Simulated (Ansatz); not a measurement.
# BH₄SbTe: one species, many methods

How much do the methods differ for BH₄SbTe? The plan is to run it at one geometry with functionals of several rungs and with coupled cluster. The yardstick is the atomisation energy at the CCSD(T) limit.

Computed with Ansatz 0.2.0, Gaussian basis. Level: functionals in def2-TZVPP, the program's frozen cores in correlated methods.

Plan: LDA (SPW92), PBE-D4, revPBE-D4, BLYP-D4, r2SCAN-D4, B97M-V, PBE0-D4, B3LYP-D4, r2SCANh-D4, r2SCAN0-D4, HSE06-D4, BHLYP-D4, CAM-B3LYP-D4, LC-ωPBE, ωB97X-V, ωB97M-V, B2PLYP, PBE-QIDH; CCSD(T)/def2-SVP; CCSD(T)/def2-TZVPP; MP2/def2-QZVPP; extrapolation to the limit; RPA on PBE.

### Step 1. The geometry

An earlier PBE0-D4 in a triple-zeta def2 set relaxation fixed the geometry. Sb, Te take the def2 core potential; no spin-orbit term is included.

SMILES `[BH2][SbH][TeH]`, 7 atoms, charge 0, spin multiplicity 1.

Atoms are counted from 1 here; the program's logs count them from 0.

Bond lengths: B1–Sb2 2.207 Å, B1–H4 1.192 Å, B1–H5 1.194 Å, Sb2–Te3 2.750 Å, Sb2–H6 1.706 Å, Te3–H7 1.658 Å. Angles: Sb2–B1–H4 119.6°, Sb2–B1–H5 119.5°, H4–B1–H5 120.6°, B1–Sb2–Te3 95.9°, B1–Sb2–H6 95.0°, Te3–Sb2–H6 97.5°, Sb2–Te3–H7 91.5°.

Coordinates:

```
B    -1.2898    0.5299   -0.7161
Sb   -0.0897    0.0621    1.0763
Te    1.9153   -1.2624   -0.2611
H    -1.5000   -0.3221   -1.5235
H    -1.8152    1.5977   -0.8087
H     0.6641    1.5906    1.1530
H     2.1766   -2.2640    1.0343
```

### Step 2. LDA

This LDA is Slater exchange with PW92 correlation.

The input, in.yaml:

```yaml
crystal:
  periodic: [false, false, false]
  atoms:
    - {symbol: B, position_ang: [-1.289830, 0.529940, -0.716089]}
    - {symbol: Sb, position_ang: [-0.089670, 0.062073, 1.076348]}
    - {symbol: Te, position_ang: [1.915258, -1.262384, -0.261087]}
    - {symbol: H, position_ang: [-1.500048, -0.322061, -1.523455]}
    - {symbol: H, position_ang: [-1.815189, 1.597697, -0.808721]}
    - {symbol: H, position_ang: [0.664051, 1.590639, 1.153021]}
    - {symbol: H, position_ang: [2.176627, -2.264006, 1.034284]}
basis:
  gaussian: {orbitals: def2-TZVPP}
hamiltonian: {xc: lda}
output: {orbitals: {seedname: orbitals}}
```

Command:

```
ansatz run in.yaml --threads 2 --pin off --events-out ev --progress --plain --max-ram 4352MiB
```

After this run come: PBE-D4 (GGA); revPBE-D4 (GGA); BLYP-D4 (GGA); r2SCAN-D4 (meta-GGA); B97M-V (meta-GGA); PBE0-D4 (hybrid); B3LYP-D4 (hybrid); r2SCANh-D4 (hybrid); r2SCAN0-D4 (hybrid); HSE06-D4 (hybrid); BHLYP-D4 (hybrid); CAM-B3LYP-D4 (range-separated); LC-ωPBE (range-separated); ωB97X-V (range-separated); ωB97M-V (range-separated); B2PLYP (double hybrid); PBE-QIDH (double hybrid); CCSD(T) in def2-SVP; CCSD(T) in def2-TZVPP; MP2 in def2-QZVPP; RPA on PBE orbitals.

Q: Predict the results of all the runs planned. Wanted: atomisation energy, CCSD(T)/CBS; farthest beyond LDA; mean size of error, GGA; mean size of error, meta-GGA; mean size of error, hybrid; mean size of error, range-separated; mean size of error, double hybrid; gap, smallest and largest; T1 diagnostic.

As calculated:

| quantity | value |
| --- | --- |
| atomisation energy, CCSD(T)/CBS | 422.5 kcal/mol |
| functionals within 4.2 kcal/mol (1.0 %) | PBE-D4, BLYP-D4, r2SCAN-D4, B97M-V, B3LYP-D4, CAM-B3LYP-D4, ωB97X-V |
| farthest beyond LDA | LC-ωPBE (-17.1 kcal/mol) |
| mean size of error, GGA | 3.9 kcal/mol |
| mean size of error, meta-GGA | 2.6 kcal/mol |
| mean size of error, hybrid | 5.9 kcal/mol |
| mean size of error, range-separated | 6.8 kcal/mol |
| mean size of error, double hybrid | 10.5 kcal/mol |
| gap, smallest and largest | 1.93 eV (LDA (SPW92)), 8.48 eV (LC-ωPBE) |
| T1 diagnostic | 0.0135 |
| triples share of the correlation energy | 2.8 % |

**Reading.** LDA overbinds by 62.0 kcal/mol (15 %). PBE-D4 is off by +2.8 kcal/mol. Double hybrids carry the basis error of their MP2 part in triple zeta, and no dispersion term here, so their miss is partly the set-up's. The rungs meta-GGA, GGA miss on average by less than the doubt on the reference (4.2 kcal/mol), so they tie. The reference freezes the cores and leaves out spin-orbit coupling and excitations past (T), and its outer-core shells are covered unevenly, so misses under about 4.2 kcal/mol can't be ranked. All levels share the lack of spin-orbit coupling, which lowers the free heavy atoms and so the true binding. Hartree-Fock recovers 68 % of the binding; the rest is correlation. CCSD(T) in def2-SVP is off by -42.6 kcal/mol, worse than the median functional, from the basis alone. Orbital gaps span 1.9 to 8.5 eV; exact exchange widens them. Correlated methods include outer-core shells of Sb, Te, which these sets cover unevenly.
